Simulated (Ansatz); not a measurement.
**GaPNH (triplet): wave-function methods side by side at distance Ga1–N2 = 3.928 Å, cc-pVDZ**

One table from this session's results is given with a row withheld; the runs are named, their logs left out.

The runs use Ansatz 0.2.0, Gaussian basis; cc-pVDZ, core rule «outside noble gas», up to 20 orbitals frozen.

To be run: UHF; CCSD(T) on ROHF; CCSD(T) on UHF; BCCD(T) on ROHF; CISD; CCSDT(Q) on ROHF; CCSDT(Q) on UHF; CASSCF and MRCISD+Q, 4 electrons in 4 orbitals; CASSCF and NEVPT2, 4 electrons in 4 orbitals.

31 further runs of the same task are left out: 6 for a known fault of the program, 1 for a mislabelled method, 21 that didn't finish, 3 set aside as unsound or not needed.

### What is computed

The geometry derives from a PBE0/def2-TZVP stationary point (not a proven minimum). One bond is set to the value named and the two fragments are kept rigid. No spin-orbit coupling is included. The filled d shell of Ga may be among the frozen orbitals whatever the setting's name suggests; the logs give the count.

4 atoms, charge 0, spin multiplicity 3.

Atoms are counted from 1 here; the program's logs count them from 0.

Bond lengths: Ga1–H4 1.580 Å, N2–P3 1.530 Å.

Set-up of the first run:

File in.yaml:

```yaml
crystal:
  periodic: [false, false, false]
  atoms:
    - {symbol: Ga, position_ang: [0.000029, -0.489436, 2.101550]}
    - {symbol: N, position_ang: [-0.000075, -0.081184, -1.805177]}
    - {symbol: P, position_ang: [-0.000018, -0.216671, -3.328919]}
    - {symbol: H, position_ang: [0.000065, 0.787291, 3.032546]}
basis:
  gaussian: {orbitals: cc-pVDZ}
magnetization: {spin_polarized: true, initial_magnetization: 2}
hamiltonian: {xc: hf}
output: {orbitals: {seedname: orbitals}}
```

Command:

```console
ansatz run in.yaml --threads 1 --pin off --events-out ev --progress --plain --max-ram 2393MiB
```

Steps of the session up to this table: UHF; CCSD(T) on ROHF; CCSD(T) on UHF; BCCD(T) on ROHF; CISD; CCSDT(Q) on ROHF; CCSDT(Q) on UHF; CASSCF and MRCISD+Q, 4 electrons in 4 orbitals; CASSCF and NEVPT2, 4 electrons in 4 orbitals.

One of the session's tables, all rows but one given; the rest of the session is left out.

It belongs to the step «Misses and costs». 

```
       method  from RCCSDT(Q) (kJ/mol)
         ROHF                   +972.9
          UHF                   +915.6
         RMP2                    +90.4
         UMP2                   +250.9
         CISD                   +164.6
        RCCSD                    +55.4
        UCCSD                    +56.7
     RCCSD(T)                     +8.2
     UCCSD(T)                    +15.4
      BCCD(T)                     +8.0
       RCCSDT                     +7.6
       UCCSDT                        ?
    RCCSDT(Q)                        0
    UCCSDT(Q)                     -1.0
  CASSCF pair                   +880.6
  NEVPT2 pair                   +112.2
  MRCISD pair                   +139.0
MRCISD+Q pair                    +32.3
```

Estimate the missing values for UCCSDT.

The run gave: from RCCSDT(Q) (kJ/mol): +6.7. In the column «from RCCSDT(Q) (kJ/mol)» it lies between RCCSDT(Q) (0) and RCCSDT (+7.6).

Limits of these values: The determinant is far from a pure spin state, so its energy mixes those of several spin states (harmless only where they are near-degenerate, as at dissociation). Restricted and unrestricted rows rest on different reference determinants; where their highest levels disagree by more than a few hundredths of an eV, they describe different states and don't form one ladder.
